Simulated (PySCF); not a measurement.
**Ge2: bond curves at several levels of theory**

One job finds the state of Ge2, follows it along the bond with each method and fits the curves.

The runs use PySCF 2.14.0; Ge def2-TZVPP, no relativity.

## (1) Set-up

Settings of the job:

```
atoms                         : Ge, Ge
charge                        : 0
basis                         : Ge def2-TZVPP
Hamiltonian                   : no relativity
basis functions               : 96
electrons treated             : 64
masses in u                   : 73.9212, 73.9212
levels                        : PBE0, PBE, r²SCAN, M06-2X, B97-3, BHandHLYP, PBEsol, HSE06, HF, MP2, SCS-MP2, CCSD, CCSD(T)
grid                          : 80 radial by 434 angular points
occupations                   : held fixed by the projection of orbital angular momentum
dissociation limit            : Ge + Ge, each in its ground configuration
starting distance in angstrom : 2.320
values of 2S to try           : 0, 2, 4
```

On the command line:

```
$ OMP_NUM_THREADS=2 python dia.py task.json out
```

After this run come: The PBE0 curve of the state that the search chose; Excited determinants; PBE; r²SCAN (meta-GGA); M06-2X; B97-3; BHandHLYP; PBEsol (GGA); HSE06 (range-separated hybrid); UHF (mean field); Adding correlation.

What does the calculation give? Wanted: for each run, Re; ωe; De.

**Answer**, as computed:

Lowest PBE0 solution found, without spin–orbit coupling: ³Σg⁻ (triplet), unpaired electrons π ↑↑. State 2 has its PBE0 minimum 0.19 eV higher. State 3 has its PBE0 minimum 0.20 eV higher, as a spin-mixed determinant (⟨S²⟩ = 1.01), so this is no gap between pure states. State 4 has its PBE0 minimum 0.37 eV higher, as a spin-mixed determinant (⟨S²⟩ = 1.01), so this is no gap between pure states. The other levels ran on the lowest alone.

```
      level  Re (Å)  ωe (cm⁻¹)  De (eV)
        UHF   2.353        327     1.37
    UHF-MP2   2.363        304     2.75
UHF-SCS-MP2   2.360        309     2.56
   UHF-CCSD   2.367        308     2.61
UHF-CCSD(T)   2.381      296.4     2.79
        PBE   2.421      273.0     3.21
     PBEsol   2.400      279.6     3.44
     r²SCAN   2.386      289.3     3.12
       PBE0   2.383      294.8     2.97
      B97-3   2.403      288.5     2.91
      HSE06   2.388      292.1     3.04
  BHandHLYP   2.370        305     2.64
     M06-2X   2.385        303     2.87
```

De is counted to Ge + Ge in their ground configurations.

Differences from CCSD(T) in the same basis:

```
      level  Re (mÅ)  ωe (%)
        UHF      -28   +10.3
    UHF-MP2      -18    +2.6
UHF-SCS-MP2      -21    +4.3
   UHF-CCSD      -15    +3.8
        PBE      +40    -7.9
     PBEsol      +19    -5.6
     r²SCAN       +5    -2.4
       PBE0       +2    -0.5
      B97-3      +22    -2.7
      HSE06       +6    -1.5
  BHandHLYP      -11    +2.8
     M06-2X       +4    +2.4
```

**Reading.** Against CCSD(T) in the same basis, the bond length is nearest at PBE0 (+2 mÅ) and farthest at PBE (+40 mÅ); the wavenumber is nearest at PBE0 (-0.5 %) and farthest at UHF (+10.3 %). Hartree–Fock makes the bond too short and too stiff against this reference, as it mostly does. PBE has the long and soft bond that GGAs tend to give. Of the levels with a De here, UHF gives the least (1.37 eV) and PBEsol the most (3.44 eV).

Correlated steps freeze 18 core orbitals. At UHF the stretched side of the curve climbs above De, by a hump or because the determinant held fixed goes to a higher limit.
